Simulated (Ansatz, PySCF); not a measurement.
# Tl2 in two programs

Tl2 (triplet), relaxed with PySCF 2.14.0, UKS B3LYP, Tl def2-SVP with ECP60; non-relativistic Hamiltonian with scalar-relativistic core potentials where named; density fitting; no spin-orbit coupling:

```xyz
2

Tl    0.0000    0.0000    1.6019
Tl    0.0000    0.0000   -1.6019
```

There the HOMO–LUMO gap over both spins is 1.01 eV. 

The same geometry by Ansatz 0.2.0 (PBE, PAW, a periodic box with 9 Å of vacuum; gaps over both spins; site moments in spheres, but by Gaussian weights under spin-orbit coupling, so that the two can't be compared; unpaired electrons at the start: 2, along z under spin-orbit coupling; the open shells may stand above their lowest state):

```json
{"spin-orbit coupling": "without", "gap (eV)": "0.12", "spin moment on Tl1 (μB)": "0.29", "largest force component (eV/Å)": "0.04"}
```

Question: What does the run with spin-orbit coupling give?

Answer: gap (eV): 0.50, spin moment on Tl1 (μB): 0.16, largest force component (eV/Å): 0.09. It took 88 s on 2 threads of Arm Neoverse V1, on a shared host, peak memory 1.3 GiB.

The spin-orbit runs use fully relativistic datasets of their own, so changes of a few hundredths of an eV needn't come from the coupling.

The two programs differ in functional, so their gaps don't test each other.
